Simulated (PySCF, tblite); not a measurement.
**C₂H₈FN₂Si radical: geometry, infrared bands and EPR parameters**

Aim: predict the infrared bands and EPR parameters of C₂H₈FN₂Si radical (`[CH2]N(C)[Si@@H](N)F`).

Computed with tblite 0.8.0 and PySCF 2.14.0, with density-fitted response routines of our own, on a single molecule in the gas phase. Atoms are numbered from 0 throughout.

## 1. The starting structure

14 atoms, charge 0, multiplicity 2; geometry from: force field or distance geometry start.

Bonds of the start (Å): C0–N1 1.44, N1–C2 1.44, N1–Si3 1.78, Si3–N4 1.78, Si3–F5 1.69, C0–H6 1.10, C0–H7 1.10, C2–H8 1.11, C2–H9 1.11, C2–H10 1.10, Si3–H11 1.49, N4–H12 1.05, N4–H13 1.05.

## 2. Optimising the geometry with GFN2-xTB

Job settings and geometry (Å):

```
{"job": {"kind": "relax", "xc": "GFN2-xTB", "basis": "xTB"}, "charge": 0, "multiplicity": 2}
C     -1.076700    -0.811200    -1.235400
N     -0.345400     0.243800    -0.586000
C     -1.282100     1.083600     0.117700
Si     0.811300    -0.503300     0.544000
N      2.452200     0.092900     0.220000
F      0.438500    -0.215900     2.165500
H     -1.934100    -1.186100    -0.654200
H     -0.416100    -1.654900    -1.484400
H     -1.713900     0.546800     0.983300
H     -2.109500     1.448300    -0.527700
H     -0.737500     1.958200     0.489500
H      0.744100    -1.984000     0.390800
H      2.653900    -0.152900    -0.779400
H      2.514600     1.134300     0.334100
```

Run with:

```bash
$ OMP_NUM_THREADS=1 python probes_run.py task.json out
```

The driver reads the jobs from task.json and runs them one after another.

**Question.** This job is followed by: GFN2-xTB harmonic vibrations, gas phase; UKS B3LYP, pcH-1 on C F H N Si, non-relativistic, mean-field spin-orbit, GIAO. Predict these results of the whole session: strongest single infrared mode (GFN2-xTB); zero-point energy (GFN2-xTB); g(iso) (B3LYP); ⟨S²⟩; largest a(iso) (averaged by class); potential on the surface of density 0.002 e/bohr³, 1st and 99th percentile.

As calculated:

```
                                                                  quantity                 value
                                 strongest single infrared mode (GFN2-xTB)  853 cm⁻¹, 348 km/mol
                                              zero-point energy (GFN2-xTB)         64.9 kcal/mol
                                                            g(iso) (B3LYP)               2.00285
                                                                      ⟨S²⟩    0.753 (exact 0.75)
                                        largest a(iso) (averaged by class)  13C on C0, 105.6 MHz
potential on the surface of density 0.002 e/bohr³, 1st and 99th percentile    -1.17 V and 1.75 V
```

What this shows: The optimisation took 143 steps and gained 1.237 eV; among the close pairs (by a distance rule), Si3–F5 changed most, from 1.688 to 1.609 Å. All 36 modes are real, so the xTB geometry is a minimum. The strongest single mode, at 853 cm⁻¹, is carried by Si3, F5, H13. Unscaled tight-binding wavenumbers are off by several per cent, some by more. Its intensities can rank the bands wrongly. C0 carries the largest spin population, 0.86 e. The isotropic g lies 0.5 ppt above the free-electron value. These values are for one conformer; the search (at its own cheap level) found 2 more, at 0.16, 1.15 kcal/mol, and measured spectra average over such forms.
